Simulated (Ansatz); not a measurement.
# ClH4HfNO2: the cost of one run

Method: RKS BHLYP-D4/def2-SVP, in Ansatz 0.2.0.

**1. The starting structure**

Bond lengths: Hf1–O2 2.070 Å, O2–H3 1.010 Å, Hf1–Cl4 2.520 Å, Hf1–O5 2.069 Å, O5–H6 1.010 Å, Hf1–N7 2.208 Å, N7–H8 1.060 Å, N7–H9 1.060 Å. Angles: Hf1–O2–H3 109.5°, O2–Hf1–Cl4 109.5°, O2–Hf1–O5 109.5°, O2–Hf1–N7 109.5°, Cl4–Hf1–O5 109.5°, Cl4–Hf1–N7 109.5°, O5–Hf1–N7 109.5°, Hf1–O5–H6 109.5°, Hf1–N7–H8 120.0°, Hf1–N7–H9 120.0°, H8–N7–H9 120.0°.

As a file:

```xyz
9

Hf    0.0000    0.0000    0.0000
O     0.0000    0.0000    2.0700
H    -0.9095   -0.2814    2.4071
Cl    2.3764    0.0000   -0.8392
O    -0.9750    1.6891   -0.6893
H    -1.9328    1.4584   -0.9117
N    -1.0409   -1.8034   -0.7359
H    -1.5759   -2.4197   -0.0595
H    -1.0055   -2.0526   -1.7656
```

**2. Preparing the start**

File input.yaml:

```yaml
crystal:
  periodic: [false, false, false]
  atoms:
    - { symbol: Hf, position_ang: [0.0, 0.0, 0.0] }
    - { symbol: O, position_ang: [0.0, 0.0, 2.07] }
    - { symbol: H, position_ang: [-0.9095, -0.2814, 2.4071] }
    - { symbol: Cl, position_ang: [2.3764, 0.0, -0.8392] }
    - { symbol: O, position_ang: [-0.975, 1.6891, -0.6893] }
    - { symbol: H, position_ang: [-1.9328, 1.4584, -0.9117] }
    - { symbol: "N", position_ang: [-1.0409, -1.8034, -0.7359] }
    - { symbol: H, position_ang: [-1.5759, -2.4197, -0.0595] }
    - { symbol: H, position_ang: [-1.0055, -2.0526, -1.7656] }
basis:
  gaussian: { orbitals: def2-SVP }
hamiltonian:
  xc: { name: BHLYP }
  dispersion: d4
relax:
  f_tol: 0.02
  max_steps: 40
```

Run with:

```console
> ansatz run input.yaml --threads 2 --pin off --max-ram 3072MiB --backend cpu --events-out ev --progress --plain --runs-dir out
```

What time and memory should one allow on 2 threads of Intel Xeon 6975P-C (Granite Rapids), shared host?

About 31 s, with a peak of 0.27 GiB.
